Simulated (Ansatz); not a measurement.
# TiCl (sextet): from Hartree-Fock to the top rungs, def2-QZVPP

One table from this session's results is given with a row withheld; the runs are named, their logs left out.

Program: Ansatz 0.2.0, Gaussian basis. Level of theory: def2-QZVPP, core rule «outside noble gas», up to 14 orbitals frozen. These are calculated values, not measurements.

To be run: UHF; ROHF; CCSD(T) on UHF.

## What is computed

The geometry is a PBE0/def2-TZVP stationary point (not a proven minimum).

2 atoms, charge 0, spin multiplicity 6.

Atoms are counted from 1 here; the program's logs count them from 0.

No contacts short enough for the rule that draws bonds.

The first run:

The input, in.yaml:

```yaml
crystal:
  periodic: [false, false, false]
  atoms:
    - {symbol: Ti, position_ang: [0.000000, 0.000000, 0.000000]}
    - {symbol: Cl, position_ang: [0.000000, 0.000000, 3.280600]}
basis:
  gaussian: {orbitals: "def2-QZVPP.json"}
magnetization: {spin_polarized: true, initial_magnetization: 5}
hamiltonian: {xc: hf}
output: {orbitals: {seedname: orbitals}}
```

Run with:

```bash
ansatz run in.yaml --threads 1 --pin off --events-out ev --progress --plain --max-ram 4096MiB --backend cpu
```

Steps of the session up to this table: UHF; ROHF; CCSD(T) on UHF.

One table of the session follows, with a row left open; its other results are not shown here.

It belongs to the step «Misses and costs». 

```
  method  from UCCSD(T) (kcal/mol)
    ROHF                   +164.79
     UHF                   +158.40
    UMP2                         ?
   UCCSD                     +5.61
UCCSD(T)                         0
```

**Question.** Estimate the row for UMP2.

**Answer.** from UCCSD(T) (kcal/mol): +24.87. In the column «from UCCSD(T) (kcal/mol)» it lies between UCCSD (+5.61) and UHF (+158.40).
